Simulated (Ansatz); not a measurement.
# LaAl4: the cost of one run

Program: Ansatz 0.2.0. Level of theory: DFT PBEsol, scalar-relativistic, plane waves, PAW. These are calculated values, not measurements.

### Step 1. Starting point

The cell holds 25 atoms (Al20La5): a = 8.815 Å, b = 8.815 Å, c = 8.820 Å, α = 113.86°, β = 113.91°, γ = 100.93°.

The coordinates of this cell stand in the input of its own run.

The host was relaxed before at PBEsol: a = 4.352 Å, b = 4.375 Å, c = 11.217 Å, α = 90.00°, β = 90.00°, γ = 90.00° (conventional cell), 21.358 Å³/atom.

Places, in fractions of the supercell: La in place of Al at (0.813, 0.013, 0.600); Al in place of La at (0.200, 0.400, 0.600). Its neighbours start displaced at random, with a spread of 0.03 Å in each coordinate.

### Step 2. The perfect crystal in the supercell of 25 atoms

Contents of input.yaml:

```yaml
crystal:
  lattice:
    - [6.4491225773, 2.1521764004, 5.6109619894]
    - [-6.4491225773, -2.1521764004, 5.6109619894]
    - [2.1497075258, -6.4565292012, -5.6109619894]
  atoms:
    - { symbol: Al, position: [0.813301263, 0.013301263, 0.6] }
    - { symbol: Al, position: [0.213301263, 0.813301263, 0.8] }
    - { symbol: Al, position: [0.013301263, 0.413301263, 0.2] }
    - { symbol: Al, position: [0.613301263, 0.613301263, 0.0] }
    - { symbol: Al, position: [0.413301263, 0.213301263, 0.4] }
    - { symbol: Al, position: [0.586698737, 0.786698737, 0.6] }
    - { symbol: Al, position: [0.986698737, 0.586698737, 0.8] }
    - { symbol: Al, position: [0.786698737, 0.186698737, 0.2] }
    - { symbol: Al, position: [0.386698737, 0.386698737, 0.0] }
    - { symbol: Al, position: [0.186698737, 0.986698737, 0.4] }
    - { symbol: Al, position: [0.6498431433, 0.5498431433, 0.7] }
    - { symbol: Al, position: [0.0498431433, 0.3498431433, 0.9] }
    - { symbol: Al, position: [0.8498431433, 0.9498431433, 0.3] }
    - { symbol: Al, position: [0.4498431433, 0.1498431433, 0.1] }
    - { symbol: Al, position: [0.2498431433, 0.7498431433, 0.5] }
    - { symbol: Al, position: [0.3501568567, 0.4501568567, 0.3] }
    - { symbol: Al, position: [0.7501568567, 0.2501568567, 0.5] }
    - { symbol: Al, position: [0.5501568567, 0.8501568567, 0.9] }
    - { symbol: Al, position: [0.1501568567, 0.0501568567, 0.7] }
    - { symbol: Al, position: [0.9501568567, 0.6501568567, 0.1] }
    - { symbol: La, position: [0.2, 0.4, 0.6] }
    - { symbol: La, position: [0.6, 0.2, 0.8] }
    - { symbol: La, position: [0.4, 0.8, 0.2] }
    - { symbol: La, position: [0.0, 0.0, 0.0] }
    - { symbol: La, position: [0.8, 0.6, 0.4] }
basis:
  ecutwfc: 420
  xc_grid: 2
kpoints:
  mp_grid: { grid: [3, 3, 3], shift: [0.0, 0.0, 0.0] }
hamiltonian:
  xc: pbesol
scf:
  occupations: { method: gaussian, width: 0.05 }
output:
  forces: true
  stress: true
  eigenvalues: true
  write_density: true
  write_potential: true
  elf: true
  volumetric_format: npy
```

The run is started by

```bash
ansatz run input.yaml --threads 8 --pin off --max-ram 14336MiB --backend cpu --events-out ev --progress --plain --runs-dir out
```

Q: Estimate wall time and peak memory on 8 threads of Arm Neoverse V2, shared host.

About 6.5 s, with a peak of 2.7 GiB.
